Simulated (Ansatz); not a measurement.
Runs of Ansatz 0.2.0 on BiTe. It takes space group Fm-3m (No. 225, cubic). Conventional cell: a = 6.470 Å, b = 6.470 Å, c = 6.470 Å, α = 90.00°, β = 90.00°, γ = 90.00°. Bi (site symmetry m-3m) is surrounded by 6 Te at 3.23 Å. Te (site symmetry m-3m) is surrounded by 6 Bi at 3.23 Å. 

```tsv
task	level	cell	k mesh	atoms under strain	gap on the mesh (eV)	pressure (GPa)	relaxed volume (Å³/atom)
elastic constants	LDA	as given	5 × 5 × 5	relaxed	none	(a)	-
relaxation of cell and atoms	BLYP+D3(BJ)	relaxed	7 × 7 × 7	-	none	0.0	33.29
phonons	LDA	as given	5 × 5 × 5	-	none	-	-
relaxation of cell and atoms	BLYP+D4	relaxed	7 × 7 × 7	-	none	0.0	33.97
```

Alike in all rows: potentials or basis Ansatz PAW; no spin polarisation; cutoff (eV) 420; smearing fermi-dirac 0.05 eV.

Q: Fill in the values left out.

A: (a) -2.9.

Caveats: spin-orbit coupling is left out, which moves the levels of the heavy elements; the PAW data sets come from PBE, with cores solved anew for the run's functional, which leaves a small shift of forces and pressure; the plane-wave basis is chosen anew once the cell has moved, so the energies of steps on either side of that aren't comparable (some runs); pairwise dispersion overbinds metals, which lowers pressure and volume (some runs); elastic constants of metals need much finer meshes, so these are rough (some runs).

A k mesh can miss the band edges, and the runs leave out spin-orbit coupling on Bi, Te.

A gap of «none» marks a metal or a gap under the smearing width.

Runs at the PBE level aren't shown here.
